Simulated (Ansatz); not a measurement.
Runs of Ansatz 0.2.0 on SiSe. The structure is hexagonal, space group P-6m2 (No. 187). Conventional cell: a = 3.595 Å, b = 3.595 Å, c = 3.599 Å, α = 90.00°, β = 90.00°, γ = 120.00°. Si (site symmetry -6m2) is surrounded by 6 Se at 2.75 Å. Se (site symmetry -6m2) is surrounded by 6 Si at 2.75 Å. The cell was built by a generator and needn't be a form met in nature.

```tsv
task	level	cell	cutoff (eV)	points for each segment of the path	gap on the mesh (eV)	pressure (GPa)
single point	r2SCAN0	as given	500	-	none	-2.5
single point	r2SCANh	as given	500	-	none	(a)
band structure	HSEsol	as given	420	4	none	-4.4
relaxation of cell and atoms	HSEsol	relaxed	420	-	none	0.0
```

Alike in all rows: potentials or basis Ansatz PAW; no spin polarisation; k mesh 5 × 5 × 4; smearing fermi-dirac 0.05 eV; the mesh is coarse, so values aren't converged.

Fill in the values left out.

(a) -1.6.

Caveats: all runs use coarse meshes; the PAW data sets come from PBE, with cores solved anew for the run's functional, which leaves a small shift of forces and pressure; the thresholds are loose for stress (some runs); the plane-wave basis is chosen anew once the cell has moved, so the energies of steps on either side of that aren't comparable (some runs).

A k mesh can miss the band edges, and the runs leave out spin-orbit coupling on Se.

A gap of «none» marks a metal or a gap under the smearing width.
